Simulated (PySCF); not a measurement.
**Solver options tried on F3NbO**

Do solver options change the result for F3NbO, or only the number of cycles?

Computed with PySCF 2.14.0. Level: method and basis as typed in the scripts.

2 further runs of the same task are left out: 2 that didn't finish.

**1. The starting structure**

F3NbO: 5 atoms, charge 0, spin multiplicity 1.

Bond lengths: Nb1–O2 1.729 Å, Nb1–F3 1.912 Å, Nb1–F4 1.912 Å, Nb1–F5 1.912 Å. Angles: O2–Nb1–F3 107.5°, O2–Nb1–F4 107.5°, O2–Nb1–F5 107.5°, F3–Nb1–F4 111.3°, F3–Nb1–F5 111.3°, F4–Nb1–F5 111.3°.

**2. The base run**

Contents of input.py:

```python
from pyscf import gto, scf, mp

mol = gto.M(
    atom='Nb -0.0259 0 0.0176; O -1.4547 0 0.9911; F -0.0632 1.5792 -1.0602; F -0.0632 -1.5792 -1.0602; F 1.4769 0 1.2003',
    basis='sbkjc',
    ecp={'Nb': 'sbkjc', 'O': 'sbkjc', 'F': 'sbkjc'},
    charge=0,
    spin=0,
    symmetry=True,
    verbose=4,
)
mf = scf.RHF(mol)
mf.level_shift = 0.3
mf.kernel()
mp.MP2(mf).kernel()
mf.dip_moment()
print('orbital energies (hartree):', mf.mo_energy[..., max(0, mol.nelec[1]-3):mol.nelec[0]+3].round(4))
```

The run is started by

```console
$ OMP_NUM_THREADS=1 python input.py
```

Its log is not repeated here.

Base result: E(SCF) = -143.618012 Eh, 14 cycles, E(MP2) − E(SCF) = -0.76333 Eh, μ = 1.04 D (of the SCF density).

**3. Damping 0.2**

Edit 1 changes damping: none → 0.2.

Contents of input.py:

```python
from pyscf import gto, scf, mp

mol = gto.M(
    atom='Nb -0.0259 0 0.0176; O -1.4547 0 0.9911; F -0.0632 1.5792 -1.0602; F -0.0632 -1.5792 -1.0602; F 1.4769 0 1.2003',
    basis='sbkjc',
    ecp={'Nb': 'sbkjc', 'O': 'sbkjc', 'F': 'sbkjc'},
    charge=0,
    spin=0,
    symmetry=True,
    verbose=4,
)
mf = scf.RHF(mol)
mf.level_shift = 0.3
mf.damp = 0.2
mf.diis_start_cycle = 8
mf.kernel()
mp.MP2(mf).kernel()
mf.dip_moment()
print('orbital energies (hartree):', mf.mo_energy[..., max(0, mol.nelec[1]-3):mol.nelec[0]+3].round(4))
```

The run is started by

```console
$ OMP_NUM_THREADS=1 python input.py
```

**4. Point-group symmetry off**

Edit 2 changes point-group symmetry: on → off.

Changes to input.py since step 2:

```diff
@@ -8,3 +8,2 @@
     spin=0,
-    symmetry=True,
     verbose=4,
```

**5. Level shift -0.2 hartree**

Edit 3 changes level shift: 0.3 hartree → -0.2 hartree.

Changes to input.py since step 2:

```diff
@@ -12,3 +12,3 @@
 mf = scf.RHF(mol)
-mf.level_shift = 0.3
+mf.level_shift = -0.2
 mf.kernel()
```

Before running it: what results should come out? Wanted: for each run, E(SCF); from base; gap; SCF dipole; after the SCF.

**Answer**, as computed:

```
                     run  E(SCF) (hartree)  from base (eV)  cycles  gap (eV)  SCF dipole (D)               after the SCF
                    base       -143.618012               0      14     14.88            1.04  MP2 correlation -20.771 eV
             damping 0.2       -143.618012          0.0000      17     14.88            1.04  MP2 correlation -20.771 eV
point-group symmetry off       -143.618012          0.0000      14     14.88            1.04  MP2 correlation -20.771 eV
level shift -0.2 hartree       -143.618012          0.0000      20     14.88            1.04  MP2 correlation -20.771 eV
```

Distance from each run's final energy (log10 hartree) by cycle:

```
                     run  cycle 1  cycle 2  cycle 3  cycle 5  cycle 8  cycle 12
                    base     -0.1     -0.5     -1.8     -3.7     -5.7      -8.5
             damping 0.2     -0.1     -1.2     -2.0     -3.0     -4.2      -6.2
point-group symmetry off     -0.1     -0.5     -1.8     -3.7     -5.7      -8.5
level shift -0.2 hartree      0.4      0.0     -0.4     -1.4     -3.1      -5.6
```

**Reading.** The SCF energy stays the same, to the digits that matter, with damping 0.2 or point-group symmetry off or level shift -0.2 hartree. The base needs 14 cycles and the run with level shift -0.2 hartree needs 20.
